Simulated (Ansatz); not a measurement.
**F2H2NSn: rigid scan of one bond length from a Python script**

How does the energy of F2H2NSn change as one bond is stretched? A script is to give a rigid scan of one bond length; the system is F2H2NSn. SMILES: [NH2][Sn]([F])[F].

Program: Ansatz 0.2.0 through its Python package. Level of theory: Hartree-Fock/def2-SVP. These are calculated values, not measurements.

## 1. The system

Bond lengths: N1–Sn2 2.017 Å, Sn2–F3 1.911 Å, Sn2–F4 1.940 Å, N1–H5 1.050 Å, N1–H6 1.100 Å. Angles: N1–Sn2–F3 108.3°, N1–Sn2–F4 108.9°, F3–Sn2–F4 107.8°, Sn2–N1–H5 109.0°, Sn2–N1–H6 108.0°, H5–N1–H6 100.8°.

No structure file is read: the coordinates are typed or built in the script.

## 2. The code

Input file scan_f2h2nsn.py:

```python
import warnings

import ansatz as az
import matplotlib.pyplot as plt
import numpy as np

BASIS = "def2-SVP"
FUNCTIONAL = "hf"

warnings.simplefilter("ignore", az.DeckWarning)

f2h2nsn = (
    az.Crystal.molecule()
    .atom("N", (-0.0851, 1.0403, -0.3396))
    .atom("Sn", (-0.1064, -0.8463, 0.3724))
    .atom("F", (1.4305, -1.0853, 1.4833))
    .atom("F", (0.0404, -2.0811, -1.1173))
    .atom("H", (-0.2221, 1.7081, 0.459))
    .atom("H", (-1.0152, 1.2002, -0.904))
)

symbols = [site.symbol for site in f2h2nsn.cartesian_sites]
start = np.array([site.position_ang for site in f2h2nsn.cartesian_sites])
axis = (start[4] - start[0]) / np.linalg.norm(start[4] - start[0])
moving = [4]
lengths, energies = [0.924, 0.966, 1.008, 1.05, 1.092, 1.134, 1.176, 1.239], []
for length in lengths:
    xyz = start.copy()
    xyz[moving] += (length - np.linalg.norm(start[4] - start[0])) * axis
    point = az.Crystal.molecule()
    for symbol, place in zip(symbols, xyz):
        point = point.atom(symbol, place.tolist())
    base = (
        point.calculation()
        .basis(gaussian=BASIS)
        .functional(FUNCTIONAL)
        .spin("collinear", total=1)
    )
    rep = base.run().report
    energies.append(rep["free_energy_ev"])
    print(f"r = {length:6.3f} A  E = {energies[-1]:.5f} eV  <S^2> = {abs(rep['mean_field']['state']['spin_squared']):.3f}")

fit = np.polynomial.Polynomial.fit(lengths, np.array(energies) - min(energies), 4).convert()
roots = [r.real for r in fit.deriv().roots() if abs(r.imag) < 1e-9 and fit.deriv(2)(r.real) > 0]
r_e = min(roots, key=lambda r: abs(r - lengths[int(np.argmin(energies))]))
print(f"minimum of the fit at {r_e:.4f} A, force constant {fit.deriv(2)(r_e):.2f} eV/A^2")
plt.figure(figsize=(4.5, 3))
plt.plot(lengths, np.array(energies) - min(energies), "o-")
plt.xlabel("bond length (A)")
plt.ylabel("E - E(min) (eV)")
plt.tight_layout()
plt.savefig("scan.png", dpi=100)
```

## 3. The input behind the calls

The engine receives this input (first run):

```yaml
crystal:
  periodic: [false, false, false]
  atoms:
    - { symbol: "N", position_ang: [-0.0851, 1.0403, -0.3396] }
    - { symbol: Sn, position_ang: [-0.1064, -0.8463, 0.3724] }
    - { symbol: F, position_ang: [1.4305, -1.0853, 1.4833] }
    - { symbol: F, position_ang: [0.0404, -2.0811, -1.1173] }
    - { symbol: H, position_ang: [-0.20566066704952699, 1.627967251501271, 0.3631718883631552] }
    - { symbol: H, position_ang: [-1.0152, 1.2002, -0.904] }
basis:
  gaussian:
    orbitals: def2-SVP
hamiltonian:
  xc: hf
magnetization:
  spin_polarized: true
  initial_magnetization: 1.0
```

## 4. Launch

Command:

```
$ python scan_f2h2nsn.py
```

Standard output:

```text
r =  0.924 A  E = -12725.34355 eV  <S^2> = 0.774
r =  0.966 A  E = -12725.51103 eV  <S^2> = 0.774
r =  1.008 A  E = -12725.56578 eV  <S^2> = 0.775
r =  1.050 A  E = -12725.53361 eV  <S^2> = 0.775
r =  1.092 A  E = -12725.43486 eV  <S^2> = 0.776
r =  1.134 A  E = -12725.28554 eV  <S^2> = 0.776
r =  1.176 A  E = -12725.09827 eV  <S^2> = 0.777
r =  1.239 A  E = -12724.76744 eV  <S^2> = 0.778
minimum of the fit at 1.0118 A, force constant 48.26 eV/A^2
```

Run time: 22 s. Hardware: 1 thread of Intel Xeon Platinum 8488C (Sapphire Rapids), shared host; peak memory 0.28 GiB.

## 5. Inputs of later runs

The engine's inputs for some of the other runs:

Run 3, against run 1:

```diff
@@ -8 +8 @@
-    - { symbol: H, position_ang: [-0.20566066704952699, 1.627967251501271, 0.3631718883631552] }
+    - { symbol: H, position_ang: [-0.2166207276903931, 1.6813915470922955, 0.4270602418507148] }
```

Run 4, against run 1:

```diff
@@ -8 +8 @@
-    - { symbol: H, position_ang: [-0.20566066704952699, 1.627967251501271, 0.3631718883631552] }
+    - { symbol: H, position_ang: [-0.22210075801082613, 1.7081036948878079, 0.4590044185944946] }
```

Run 7, against run 1:

```diff
@@ -8 +8 @@
-    - { symbol: H, position_ang: [-0.20566066704952699, 1.627967251501271, 0.3631718883631552] }
+    - { symbol: H, position_ang: [-0.23854084897212524, 1.788240138274345, 0.5548369488258338] }
```

## 6. Run by run

The 8 runs, in the order started:

```tsv
run	distance (Å)	energy from run 3 (eV)	<S²>	SCF cycles	CPU time (s)
1	0.92	0.2222	0.77	16	2
2	0.97	0.0547	0.77	16	2.7
3	1.01	0.0000	0.77	16	2.9
4	1.05	0.0322	0.78	16	2.8
5	1.09	0.1309	0.78	16	2.9
6	1.13	0.2802	0.78	15	2.4
7	1.18	0.4675	0.78	15	2
8	1.24	0.7983	0.78	16	1.9
```

## 7. Summary of results

| quantity | value |
| --- | --- |
| bond length at the fit's minimum | 1.0118 Å |
| runs compared | 8 |
| range of energy | 0.798 eV |
| lowest point, distance (Å) | 1.01 |

What this shows: The curve has its lowest point inside the range, at 1.01. The ends stand 0.222 and 0.798 eV above it. The distance scanned is the script's pair 0, 4. The rest of the molecule is held rigid at a force-field or estimated start geometry, and the basis set is modest; single-reference methods fail as a bond breaks. def2 sets replace the cores of elements past krypton by effective core potentials. The species is open-shell (spin multiplicity 2).
